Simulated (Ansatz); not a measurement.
# FGa: the cost of one run

Computed with the Python package of Ansatz 0.2.0. Level of theory: Hartree-Fock/def2-SVP.

## Step 1: Starting point

Bond lengths: Ga1–F2 1.920 Å.

No structure file is read: the coordinates are typed or built in the script.

## Step 2: The script

Input file fga.py:

```python
"""Restricted and unrestricted solutions of FGa(+), stretched and not."""

import ansatz
import numpy as np

config = {
    "basis": "def2-SVP",
    "xc": "HF",
    "net_charge": 1,
}


def main() -> None:
    geometry_ang = [
        ("Ga", [0.0, 0.0, 0.0]),
        ("F", [0.0, 0.0, 1.92]),
    ]
    geometry = ansatz.Crystal.molecule()
    for symbol, xyz in geometry_ang:
        geometry = geometry.atom(symbol, xyz)
    symbols = [site.symbol for site in geometry.cartesian_sites]

    start = np.array([site.position_ang for site in geometry.cartesian_sites])
    for factor in [1.0, 1.25, 1.6]:
        xyz = (start - start.mean(axis=0)) * factor
        scaled = ansatz.Crystal.molecule()
        for symbol, place in zip(symbols, xyz):
            scaled = scaled.atom(symbol, place.tolist())
        calc = (
            scaled.calculation()
            .basis(gaussian=config["basis"])  # the orbital basis, by name
            .functional(config["xc"])
            .charge(config["net_charge"])  # electrons removed from the neutral system
            .spin("collinear", total=1)  # spin-polarised run
        )
        for search in ("off", "standard"):
            try:
                r = calc.scf(lower_state_search=search).run(threads=1).report
            except ansatz.AnsatzError as error:
                print(f"x{factor} search {search}: {type(error).__name__}")
                continue
            state = r["mean_field"]["state"]
            print(f"all distances x{factor}, search {search:8s} E = {r['free_energy_ev']:.5f} eV  <S^2> = {abs(state['spin_squared']):.3f}  other states met: {len(r['mean_field']['others'])}")


if __name__ == "__main__":
    main()
```

## Step 3: The input behind the calls

The package turns the script's settings into the engine's input (first run):

```yaml
crystal:
  periodic: [false, false, false]
  atoms:
    - { symbol: Ga, position_ang: [0.0, 0.0, -0.96] }
    - { symbol: F, position_ang: [0.0, 0.0, 0.96] }
basis:
  gaussian:
    orbitals: def2-SVP
hamiltonian:
  xc: hf
magnetization:
  spin_polarized: true
  initial_magnetization: 1.0
total_charge: 1.0
scf:
  lower_state_search: "off"
```

## Step 4: The run

Command:

```bash
python fga.py
```

Q: Estimate wall time and peak memory on 1 thread of Intel Xeon Platinum 8488C (Sapphire Rapids), shared host.

About 4.5 s, with a peak of 0.18 GiB.
